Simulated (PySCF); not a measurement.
**[OsOCl4]2+: other spin states and a change of charge**

Aim: at the relaxed geometry of [OsOCl4]2+, try other spin states and a change of charge. It is a constructed species; whether it can be made isn't addressed.

Computed with PySCF 2.14.0. Level: B3LYP, Os def2-SVP with ECP60, O def2-SVP, Cl def2-SVP; scalar-relativistic core potentials, no spin–orbit coupling.

2 further runs of the same task are left out: 2 for a known fault of the program.

## 1. The starting structure

6 atoms, charge 2, spin multiplicity 1.

Bond lengths: Os1–O2 1.690 Å, Os1–Cl3 2.265 Å, Os1–Cl4 2.186 Å, Os1–Cl5 2.312 Å, Os1–Cl6 2.191 Å. Angles: O2–Os1–Cl3 159.3°, O2–Os1–Cl4 98.1°, O2–Os1–Cl5 79.6°, O2–Os1–Cl6 97.4°, Cl3–Os1–Cl4 93.9°, Cl3–Os1–Cl5 79.7°, Cl3–Os1–Cl6 93.0°, Cl4–Os1–Cl5 121.8°, Cl4–Os1–Cl6 114.0°, Cl5–Os1–Cl6 124.0°.

As a file:

```
Os    0.00799   -0.08589    0.16772
O    -0.21672    0.21614    1.81548
Cl   -0.13933    0.18813   -2.07569
Cl    2.19236   -0.17023    0.16431
Cl   -1.13482    1.92156    0.07063
Cl   -0.95801   -2.05113    0.10597
```

Formal oxidation states: Os +8. An earlier session relaxed this geometry at B3LYP, Os def2-SVP with ECP60, O def2-SVP, Cl def2-SVP (singlet, point group C1).

Its energy there is -2005.263275 Eh.

## 2. Multiplicity 3 at the relaxed geometry

run.py (the lines that set the calculation) reads:

```python
mol = gto.M(atom='''
Os     0.00799    -0.08589     0.16772
O     -0.21672     0.21614     1.81548
Cl    -0.13933     0.18813    -2.07569
Cl     2.19236    -0.17023     0.16431
Cl    -1.13482     1.92156     0.07063
Cl    -0.95801    -2.05113     0.10597''',
    basis={'Os': 'def2-SVP', 'O': 'def2-SVP', 'Cl': 'def2-SVP'},
    ecp={'Os': 'def2-SVP'},
    charge=2, spin=2)
mf = dft.UKS(mol, xc='B3LYP')
mf.grids.atom_grid = (50, 194)
mf = mf.density_fit()  # fitting sets: Os def2-universal-JKFIT, O def2-universal-JKFIT, Cl def2-universal-JKFIT
mf.conv_tol = 1e-08; mf.max_cycle = 55
mf.kernel(dm0)  # dm0: free metal ions and neutral atoms
```

Command:

```sh
$ OMP_NUM_THREADS=2 python run.py
```

The log of the run:

```text
init E= -2006.56585753825
  HOMO = -0.752476263755  LUMO = -0.74822712606  gap/eV = 0.11562
cycle= 1 E= -2004.23513614429  delta_E= 2.33  |g|= 1.35  |ddm|= 2.97
  HOMO = -0.388511150061  LUMO = -0.361158010335  gap/eV = 0.74432
cycle= 2 E= -1995.91807100133  delta_E= 8.32  |g|= 3.25  |ddm|= 3.95
cycle= 3 E= -2004.30473536425  delta_E= -8.39  |g|= 1.33  |ddm|= 3.36
cycle= 4 E= -2003.90952613912  delta_E= 0.395  |g|= 1.79  |ddm|= 2.28
cycle= 5 E= -2005.17695697658  delta_E= -1.27  |g|= 0.289  |ddm|= 1.25
  HOMO = -0.692331303646  LUMO = -0.671951614224  gap/eV = 0.55456
cycle= 6 E= -2005.1119190752  delta_E= 0.065  |g|= 0.43  |ddm|= 0.857
  HOMO = -0.693687748786  LUMO = -0.684381857423  gap/eV = 0.25323
cycle= 7 E= -2005.22179702284  delta_E= -0.11  |g|= 0.172  |ddm|= 0.562
  HOMO = -0.691333302792  LUMO = -0.670810417843  gap/eV = 0.55846
cycle= 8 E= -2005.23072606116  delta_E= -0.00893  |g|= 0.107  |ddm|= 0.226
  HOMO = -0.692555095023  LUMO = -0.669291851709  gap/eV = 0.63303
cycle= 9 E= -2005.23645575764  delta_E= -0.00573  |g|= 0.0509  |ddm|= 0.108
  HOMO = -0.692699849251  LUMO = -0.669046718362  gap/eV = 0.64363
cycle= 10 E= -2005.23709812377  delta_E= -0.000642  |g|= 0.0379  |ddm|= 0.0752
  HOMO = -0.692944641742  LUMO = -0.667566417567  gap/eV = 0.69058
cycle= 11 E= -2005.23822129773  delta_E= -0.00112  |g|= 0.00743  |ddm|= 0.0701
  HOMO = -0.692686163313  LUMO = -0.666767540727  gap/eV = 0.70528
cycle= 12 E= -2005.23832026819  delta_E= -9.9e-05  |g|= 0.00393  |ddm|= 0.029
  HOMO = -0.692773894182  LUMO = -0.666760110294  gap/eV = 0.70787
cycle= 13 E= -2005.23837096942  delta_E= -5.07e-05  |g|= 0.00253  |ddm|= 0.0261
  HOMO = -0.692831489382  LUMO = -0.666674641373  gap/eV = 0.71176
cycle= 14 E= -2005.23840030975  delta_E= -2.93e-05  |g|= 0.000986  |ddm|= 0.0245
  HOMO = -0.692793873697  LUMO = -0.666597435421  gap/eV = 0.71284
cycle= 15 E= -2005.23840800078  delta_E= -7.69e-06  |g|= 0.000732  |ddm|= 0.00956
  HOMO = -0.692821296216  LUMO = -0.666561255241  gap/eV = 0.71457
cycle= 16 E= -2005.23841938973  delta_E= -1.14e-05  |g|= 0.000541  |ddm|= 0.0183
  HOMO = -0.692779713681  LUMO = -0.666572453238  gap/eV = 0.71314
cycle= 17 E= -2005.23842505398  delta_E= -5.66e-06  |g|= 0.000529  |ddm|= 0.0145
  HOMO = -0.692788226908  LUMO = -0.666525147577  gap/eV = 0.71465
cycle= 18 E= -2005.23842763665  delta_E= -2.58e-06  |g|= 0.00029  |ddm|= 0.0116
  HOMO = -0.692734864713  LUMO = -0.666530403698  gap/eV = 0.71306
cycle= 19 E= -2005.23842863927  delta_E= -1e-06  |g|= 0.000279  |ddm|= 0.00695
  HOMO = -0.692737194269  LUMO = -0.666540946165  gap/eV = 0.71284
cycle= 20 E= -2005.23842882317  delta_E= -1.84e-07  |g|= 0.000335  |ddm|= 0.00189
  HOMO = -0.692730221464  LUMO = -0.666524591383  gap/eV = 0.71309
cycle= 21 E= -2005.23842899619  delta_E= -1.73e-07  |g|= 0.000167  |ddm|= 0.00238
  HOMO = -0.692723420969  LUMO = -0.666525172578  gap/eV = 0.71289
cycle= 22 E= -2005.23842902941  delta_E= -3.32e-08  |g|= 0.000208  |ddm|= 0.000848
  HOMO = -0.69271647238  LUMO = -0.666516148525  gap/eV = 0.71295
cycle= 23 E= -2005.23842918332  delta_E= -1.54e-07  |g|= 5.99e-05  |ddm|= 0.00283
  HOMO = -0.692715304897  LUMO = -0.666515729302  gap/eV = 0.71293
cycle= 24 E= -2005.23842922448  delta_E= -4.12e-08  |g|= 5.1e-05  |ddm|= 0.00131
  HOMO = -0.69271133255  LUMO = -0.666519835826  gap/eV = 0.71271
cycle= 25 E= -2005.23842924382  delta_E= -1.93e-08  |g|= 3.53e-05  |ddm|= 0.000826
  HOMO = -0.692710156794  LUMO = -0.666519090282  gap/eV = 0.71270
cycle= 26 E= -2005.23842925727  delta_E= -1.35e-08  |g|= 2.98e-05  |ddm|= 0.000714
  HOMO = -0.692709683205  LUMO = -0.666520422926  gap/eV = 0.71265
cycle= 27 E= -2005.23842926192  delta_E= -4.65e-09  |g|= 2.1e-05  |ddm|= 0.000265
  HOMO = -0.692711844798  LUMO = -0.666518574651  gap/eV = 0.71276
Extra cycle  E= -2005.23842926442  delta_E= -2.5e-09  |g|= 4.31e-05  |ddm|= 0.000245
converged SCF energy = -2005.23842926442  <S^2> = 2.0413853  2S+1 = 3.0274645
```

It took 10 s on 2 threads of Arm Neoverse V1, shared host.

Read off: E = -2005.238429 Eh (+0.676 eV from the relaxed state), HOMO -18.85 eV, LUMO -18.14 eV (over both spins), ⟨S²⟩ = 2.041, Mulliken charge on Os1 +0.81 e. 

## 3. One electron removed, multiplicity 2

run.py (the lines that set the calculation), as its differences from that of step 2:

```diff
@@ -9,3 +9,3 @@
     ecp={'Os': 'def2-SVP'},
-    charge=2, spin=2)
+    charge=3, spin=1)
 mf = dft.UKS(mol, xc='B3LYP')
@@ -14,2 +14,2 @@
 mf.conv_tol = 1e-08; mf.max_cycle = 55
-mf.kernel(dm0)  # dm0: free metal ions and neutral atoms
+mf.kernel(dm0)  # dm0: the density of the relaxed state
```

Command:

```sh
$ OMP_NUM_THREADS=2 python run.py
```

The log of the run:

```text
init E= -2005.26878561459
  HOMO = -0.719025886114  LUMO = -0.712938865277  gap/eV = 0.16564
cycle= 1 E= -2004.4185863899  delta_E= 0.85  |g|= 0.267  |ddm|= 0.827
  HOMO = -0.929964004268  LUMO = -0.924542180678  gap/eV = 0.14754
cycle= 2 E= -2003.78060275612  delta_E= 0.638  |g|= 1.01  |ddm|= 1.44
  HOMO = -0.951634423278  LUMO = -0.89955278317  gap/eV = 1.41721
cycle= 3 E= -2004.43471997678  delta_E= -0.654  |g|= 0.252  |ddm|= 1.21
  HOMO = -0.954570746121  LUMO = -0.882782186191  gap/eV = 1.95347
cycle= 4 E= -2004.44600669981  delta_E= -0.0113  |g|= 0.216  |ddm|= 0.42
  HOMO = -0.943535579342  LUMO = -0.878074483872  gap/eV = 1.78129
cycle= 5 E= -2004.45988245816  delta_E= -0.0139  |g|= 0.144  |ddm|= 0.223
  HOMO = -0.944138103843  LUMO = -0.875569697353  gap/eV = 1.86584
cycle= 6 E= -2004.46838454115  delta_E= -0.0085  |g|= 0.0436  |ddm|= 0.134
  HOMO = -0.941954912723  LUMO = -0.87333849696  gap/eV = 1.86715
cycle= 7 E= -2004.46853498144  delta_E= -0.00015  |g|= 0.0406  |ddm|= 0.0866
  HOMO = -0.944200292761  LUMO = -0.872724667189  gap/eV = 1.94495
cycle= 8 E= -2004.46964923756  delta_E= -0.00111  |g|= 0.00693  |ddm|= 0.0534
  HOMO = -0.94377180957  LUMO = -0.872053325386  gap/eV = 1.95156
cycle= 9 E= -2004.46979301755  delta_E= -0.000144  |g|= 0.00663  |ddm|= 0.0329
  HOMO = -0.943586270178  LUMO = -0.871882312255  gap/eV = 1.95116
cycle= 10 E= -2004.46985279491  delta_E= -5.98e-05  |g|= 0.00425  |ddm|= 0.0144
  HOMO = -0.943217537896  LUMO = -0.871589301662  gap/eV = 1.94910
cycle= 11 E= -2004.4699539459  delta_E= -0.000101  |g|= 0.00331  |ddm|= 0.0279
  HOMO = -0.94273317626  LUMO = -0.87125124611  gap/eV = 1.94512
cycle= 12 E= -2004.47005772151  delta_E= -0.000104  |g|= 0.00262  |ddm|= 0.035
  HOMO = -0.941941983134  LUMO = -0.871066224764  gap/eV = 1.92863
cycle= 13 E= -2004.47017354496  delta_E= -0.000116  |g|= 0.00198  |ddm|= 0.0544
  HOMO = -0.941560167196  LUMO = -0.870929095949  gap/eV = 1.92197
cycle= 14 E= -2004.47021311713  delta_E= -3.96e-05  |g|= 0.00152  |ddm|= 0.0296
  HOMO = -0.941274707093  LUMO = -0.870779575793  gap/eV = 1.91827
cycle= 15 E= -2004.47022996016  delta_E= -1.68e-05  |g|= 0.00128  |ddm|= 0.0189
  HOMO = -0.941201202834  LUMO = -0.870733909905  gap/eV = 1.91751
cycle= 16 E= -2004.4702393387  delta_E= -9.38e-06  |g|= 0.000695  |ddm|= 0.017
  HOMO = -0.941101114588  LUMO = -0.870692952387  gap/eV = 1.91590
cycle= 17 E= -2004.47024165383  delta_E= -2.32e-06  |g|= 0.000471  |ddm|= 0.00899
  HOMO = -0.941102073129  LUMO = -0.870679723975  gap/eV = 1.91629
cycle= 18 E= -2004.47024172026  delta_E= -6.64e-08  |g|= 0.000866  |ddm|= 0.00326
  HOMO = -0.941086402727  LUMO = -0.870668977422  gap/eV = 1.91616
cycle= 19 E= -2004.47024218529  delta_E= -4.65e-07  |g|= 0.000134  |ddm|= 0.0026
  HOMO = -0.94109604602  LUMO = -0.870682425391  gap/eV = 1.91605
cycle= 20 E= -2004.4702422225  delta_E= -3.72e-08  |g|= 0.000112  |ddm|= 0.000847
  HOMO = -0.941094280471  LUMO = -0.870679370929  gap/eV = 1.91609
cycle= 21 E= -2004.47024223591  delta_E= -1.34e-08  |g|= 4.49e-05  |ddm|= 0.000311
  HOMO = -0.941093657923  LUMO = -0.870678837143  gap/eV = 1.91608
cycle= 22 E= -2004.47024223857  delta_E= -2.66e-09  |g|= 4.38e-05  |ddm|= 0.000188
  HOMO = -0.941089232961  LUMO = -0.870678355586  gap/eV = 1.91598
Extra cycle  E= -2004.4702422189  delta_E= 1.97e-08  |g|= 0.000198  |ddm|= 0.000264
converged SCF energy = -2004.4702422189  <S^2> = 0.87034469  2S+1 = 2.1169267
```

Wall time 8.2 s (2 threads of Arm Neoverse V1, shared host).

Read off: E = -2004.470242 Eh (+21.580 eV from the relaxed state), HOMO -25.61 eV, LUMO -23.69 eV (over both spins), ⟨S²⟩ = 0.870, Mulliken charge on Os1 +0.86 e. 

## 4. One electron added, multiplicity 2

run.py (the lines that set the calculation), as its differences from that of step 3:

```diff
@@ -9,3 +9,3 @@
     ecp={'Os': 'def2-SVP'},
-    charge=3, spin=1)
+    charge=1, spin=1)
 mf = dft.UKS(mol, xc='B3LYP')
```

Command:

```sh
$ OMP_NUM_THREADS=2 python run.py
```

The log of the run:

```text
init E= -2005.26854604355
  HOMO = -0.641555284123  LUMO = -0.636258026895  gap/eV = 0.14415
cycle= 1 E= -2005.78247828197  delta_E= -0.514  |g|= 0.29  |ddm|= 1.02
  HOMO = -0.392407067716  LUMO = -0.341716380117  gap/eV = 1.37936
cycle= 2 E= -2005.43984514307  delta_E= 0.343  |g|= 0.877  |ddm|= 1.05
  HOMO = -0.470718495494  LUMO = -0.412349263656  gap/eV = 1.58831
cycle= 3 E= -2005.8140995129  delta_E= -0.374  |g|= 0.169  |ddm|= 0.834
  HOMO = -0.482546051164  LUMO = -0.41395881603  gap/eV = 1.86635
cycle= 4 E= -2005.81781028502  delta_E= -0.00371  |g|= 0.139  |ddm|= 0.222
  HOMO = -0.48524792993  LUMO = -0.41782536657  gap/eV = 1.83466
cycle= 5 E= -2005.8248060477  delta_E= -0.007  |g|= 0.0535  |ddm|= 0.141
  HOMO = -0.485441347192  LUMO = -0.418943745425  gap/eV = 1.80949
cycle= 6 E= -2005.82608305305  delta_E= -0.00128  |g|= 0.0204  |ddm|= 0.0798
  HOMO = -0.485993174393  LUMO = -0.41815478124  gap/eV = 1.84598
cycle= 7 E= -2005.82635354929  delta_E= -0.00027  |g|= 0.00919  |ddm|= 0.038
  HOMO = -0.48618115514  LUMO = -0.417774777784  gap/eV = 1.86143
cycle= 8 E= -2005.82642890772  delta_E= -7.54e-05  |g|= 0.00315  |ddm|= 0.0178
  HOMO = -0.486307217448  LUMO = -0.417739196638  gap/eV = 1.86583
cycle= 9 E= -2005.82647132  delta_E= -4.24e-05  |g|= 0.00183  |ddm|= 0.0212
  HOMO = -0.486411921402  LUMO = -0.417643914537  gap/eV = 1.87127
cycle= 10 E= -2005.82649766267  delta_E= -2.63e-05  |g|= 0.00123  |ddm|= 0.0213
  HOMO = -0.48644888975  LUMO = -0.41760716144  gap/eV = 1.87328
cycle= 11 E= -2005.82651033461  delta_E= -1.27e-05  |g|= 0.00132  |ddm|= 0.0171
  HOMO = -0.486444676492  LUMO = -0.417593114773  gap/eV = 1.87355
cycle= 12 E= -2005.82651478195  delta_E= -4.45e-06  |g|= 0.000857  |ddm|= 0.00714
  HOMO = -0.486355847177  LUMO = -0.417514219165  gap/eV = 1.87328
cycle= 13 E= -2005.82651928069  delta_E= -4.5e-06  |g|= 0.000738  |ddm|= 0.0105
  HOMO = -0.486397039232  LUMO = -0.4175774302  gap/eV = 1.87268
cycle= 14 E= -2005.82652076249  delta_E= -1.48e-06  |g|= 0.00035  |ddm|= 0.00396
  HOMO = -0.486389549984  LUMO = -0.417561267396  gap/eV = 1.87291
cycle= 15 E= -2005.82652216236  delta_E= -1.4e-06  |g|= 0.000249  |ddm|= 0.00721
  HOMO = -0.486398828509  LUMO = -0.417559698008  gap/eV = 1.87321
cycle= 16 E= -2005.82652228066  delta_E= -1.18e-07  |g|= 0.000303  |ddm|= 0.0013
  HOMO = -0.486400118802  LUMO = -0.417555987179  gap/eV = 1.87334
cycle= 17 E= -2005.82652259014  delta_E= -3.09e-07  |g|= 0.000131  |ddm|= 0.00309
  HOMO = -0.486403724042  LUMO = -0.417561172499  gap/eV = 1.87330
cycle= 18 E= -2005.82652265377  delta_E= -6.36e-08  |g|= 0.000116  |ddm|= 0.00117
  HOMO = -0.486402483546  LUMO = -0.417557534406  gap/eV = 1.87337
cycle= 19 E= -2005.82652268487  delta_E= -3.11e-08  |g|= 6.24e-05  |ddm|= 0.000715
  HOMO = -0.486402273283  LUMO = -0.417552654338  gap/eV = 1.87349
cycle= 20 E= -2005.82652270778  delta_E= -2.29e-08  |g|= 3.58e-05  |ddm|= 0.000822
  HOMO = -0.486400275759  LUMO = -0.417553109247  gap/eV = 1.87343
cycle= 21 E= -2005.82652271698  delta_E= -9.2e-09  |g|= 3.09e-05  |ddm|= 0.000415
  HOMO = -0.48639969753  LUMO = -0.41755090783  gap/eV = 1.87347
Extra cycle  E= -2005.82652271903  delta_E= -2.05e-09  |g|= 9.62e-05  |ddm|= 0.000352
converged SCF energy = -2005.82652271903  <S^2> = 0.77272898  2S+1 = 2.0226013
```

Wall time 8 s (2 threads of Arm Neoverse V1, shared host).

Read off: E = -2005.826523 Eh (-15.327 eV from the relaxed state), HOMO -13.24 eV, LUMO -11.53 eV (over both spins), ⟨S²⟩ = 0.773, Mulliken charge on Os1 +0.76 e. 

## 5. Results

| state | energy from the relaxed state (eV) | ⟨S²⟩ | time |
| --- | --- | --- | --- |
| charge +2, singlet, vacuum (relaxed) | 0 | 0.00 |  |
| charge +1, doublet, vacuum | -15.33 | 0.77 | 8 s |
| charge +2, triplet, vacuum | 0.68 | 2.04 | 10 s |
| charge +3, doublet, vacuum | 21.58 | 0.87 | 8.2 s |

An electron taken off or put on is at rest in vacuum. 

Removing an electron vertically costs 21.58 eV (doublet), against −HOMO = 19.48 eV. Adding an electron vertically releases 15.33 eV (doublet). The triplet lies 0.68 eV above at this geometry. The bases are small and lack diffuse functions. Spin–orbit coupling is left out.
